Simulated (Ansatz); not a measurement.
Task: a check of forces and pressure against finite differences of MnAs (distorted cell), with Ansatz 0.2.0, Python API. Give the script and its output. Use (first run): r2SCAN, PAW, cutoff 650 eV, 5×5×3 k-points, Fermi-Dirac smearing of 0.05 eV, collinear spin.

```xyz
4
Lattice="3.6723 0.0350 -0.0001 -1.8059 3.2035 -0.0109 -0.0002 -0.0194 5.7584" Properties=species:S:1:pos:R:3 pbc="T T T"
Mn    1.8180    3.1508    5.6008
Mn   -1.6832    3.0728    2.7451
As   -0.0391    2.0260    1.5819
As    1.8641    0.9610    4.1859
```

Script `mnas_fdcheck.py`:
```python
import warnings

import ansatz as az
import numpy as np

VECTORS = np.array([
    [3.67232, 0.03498, -0.00014],
    [-1.80587, 3.2035, -0.01086],
    [-0.00021, -0.01936, 5.75835],
])
SITES = [
    ("Mn", (0.97642, 0.97877, 0.97451), 4),
    ("Mn", (0.0147, 0.96192, 0.47853), 4),
    ("As", (0.29957, 0.63082, 0.27591), 0.0),
    ("As", (0.65382, 0.29724, 0.7275), 0.0),
]


def on_lattice(cell):
    crystal = az.Crystal(lattice=az.Lattice.of(cell))
    for symbol, position, moment in SITES:
        crystal = crystal.atom(symbol, position, moment=moment or None)
    return crystal

warnings.simplefilter("ignore", az.DeckWarning)

def solve(crystal):
    return (
        crystal.calculation()
        .occupations(az.OccupationsMethod.FERMI_DIRAC, width=0.05)
        .spin("collinear")
        .functional("r2SCAN")
        .basis(650, xc_grid=2)
        .kpoints(5, 5, 3)
        .scf(tolerance=1e-09)
        .forces()
        .stress()
        .run(threads=1)
    ).report


centre = solve(on_lattice(VECTORS))
start = on_lattice(VECTORS)
print(f"force on atom 1 along x: analytic {centre['forces_ev_ang'][1][0]:.4f} eV/A")
for h in (0.004, 0.016):
    shift = np.eye(3)[0] * h @ np.linalg.inv(VECTORS)
    plus, minus = (solve(start.move(1, to=np.array(SITES[1][1]) + sign * shift))["lagrangian_ev"] for sign in (1, -1))
    print(f"  step {h} A: numerical {-(plus - minus) / (2 * h):.4f} eV/A")
volume = abs(np.linalg.det(VECTORS))
larger, smaller = (solve(on_lattice(VECTORS * (1 + sign * 0.005) ** (1 / 3)))["lagrangian_ev"] for sign in (1, -1))
numerical = -(larger - smaller) / (0.01 * volume) * 160.21766
print(f"pressure: analytic {np.trace(centre['stress_gpa']) / 3:.3f}, numerical {numerical:.3f} GPa")
```

`python mnas_fdcheck.py` gives:
```text
force on atom 1 along x: analytic -1.6041 eV/A
  step 0.004 A: numerical -1.6042 eV/A
  step 0.016 A: numerical -1.6044 eV/A
pressure: analytic 4.073, numerical 4.076 GPa
```

Reading the output:
- The magnetic order follows from the starting moments and needn't be the lowest.
- The mesh is modest for a metal, so energies can be off by several to tens of meV an atom and pressures by half a GPa or more; differences at equal mesh fare better.
- The program warned that this SCF threshold is loose for forces or stresses.
- Of the deposited cell: the entry's cell lengths or inner coordinates differ somewhat from later room-temperature determinations.
- Pressure is positive in compression.
- r2SCAN tends to overestimate the moments of itinerant magnets.
- The cell is a database structure, distorted on purpose.
- The central difference errs as the square of the step, so the shorter step is the fairer test; what remains comes from the finite grid and the SCF threshold.
- The script silences the warnings on its input, which a real study should read.
- The whole script took 28 min on 1 thread of Arm Neoverse V1 (shared host), peak memory 0.8 GiB.
